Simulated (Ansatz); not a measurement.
# CH5AlClFOSi: the cost of one run

Program: Ansatz 0.2.0, Gaussian basis. Level of theory: functionals in def2-TZVPP, the program's frozen cores in correlated methods. These are calculated values, not measurements.

Levels to be run: PBE-D4, r2SCAN-D4, PBE0-D4, B3LYP-D4, ωB97X-V, ωB97M-V, B2PLYP; CCSD(T)/def2-TZVPP; MP2/def2-QZVPP; extrapolation to the limit.

### Step 1. Structure used throughout

The geometry comes from an earlier relaxation with PBE0-D4 in a triple-zeta def2 set; it is a stationary point, not always the lowest conformer.

SMILES `C[Si](F)(Cl)[O][AlH2]`, 11 atoms, charge 0, spin multiplicity 1.

Atoms are counted from 1 here; the program's logs count them from 0.

Bond lengths: C1–Si2 1.838 Å, C1–H7 1.093 Å, C1–H8 1.092 Å, C1–H9 1.091 Å, Si2–F3 1.592 Å, Si2–Cl4 2.052 Å, Si2–O5 1.603 Å, O5–Al6 1.696 Å, Al6–H10 1.577 Å, Al6–H11 1.577 Å. Angles: Si2–C1–H7 110.1°, Si2–C1–H8 110.5°, Si2–C1–H9 110.7°, H7–C1–H8 108.4°, H7–C1–H9 108.6°, H8–C1–H9 108.5°, C1–Si2–F3 109.3°, C1–Si2–Cl4 110.3°, C1–Si2–O5 112.8°, F3–Si2–Cl4 106.1°, F3–Si2–O5 108.7°, Cl4–Si2–O5 109.3°, Si2–O5–Al6 157.7°, O5–Al6–H10 116.1°, O5–Al6–H11 118.8°, H10–Al6–H11 125.1°.

Geometry (Å):

| atom | x (Å) | y (Å) | z (Å) |
| --- | --- | --- | --- |
| C1 | -0.6086 | -0.4479 | 1.8395 |
| Si2 | -0.1511 | -0.7855 | 0.0913 |
| F3 | 0.9433 | -1.9406 | 0.0477 |
| Cl4 | -1.7723 | -1.4967 | -0.9455 |
| O5 | 0.4343 | 0.5047 | -0.6584 |
| Al6 | 0.9564 | 1.4633 | -1.9563 |
| H7 | 0.2649 | -0.0984 | 2.3950 |
| H8 | -1.3807 | 0.3222 | 1.8898 |
| H9 | -0.9892 | -1.3507 | 2.3206 |
| H10 | 1.3608 | 2.9462 | -1.6054 |
| H11 | 1.0074 | 0.8264 | -3.3977 |

### Step 2. PBE-D4 (GGA)

Contents of in.yaml:

```yaml
crystal:
  periodic: [false, false, false]
  atoms:
    - {symbol: C, position_ang: [-0.608597, -0.447904, 1.839495]}
    - {symbol: Si, position_ang: [-0.151117, -0.785457, 0.091349]}
    - {symbol: F, position_ang: [0.943275, -1.940598, 0.047724]}
    - {symbol: Cl, position_ang: [-1.772287, -1.496677, -0.945459]}
    - {symbol: O, position_ang: [0.434339, 0.504662, -0.658427]}
    - {symbol: Al, position_ang: [0.956391, 1.463345, -1.956322]}
    - {symbol: H, position_ang: [0.264947, -0.098413, 2.394996]}
    - {symbol: H, position_ang: [-1.380745, 0.322164, 1.889827]}
    - {symbol: H, position_ang: [-0.989192, -1.350684, 2.320580]}
    - {symbol: H, position_ang: [1.360787, 2.946220, -1.605427]}
    - {symbol: H, position_ang: [1.007401, 0.826441, -3.397739]}
basis:
  gaussian: {orbitals: def2-TZVPP}
hamiltonian: {xc: pbe, dispersion: d4}
output: {forces: true, orbitals: {seedname: orbitals}}
```

Run with:

```sh
> ansatz run in.yaml --threads 4 --pin off --events-out ev --progress --plain --max-ram 10444MiB
```

Q: Estimate wall time and peak memory on 4 threads of Arm Neoverse V1, shared host.

About 3.9 s, with a peak of 0.46 GiB.
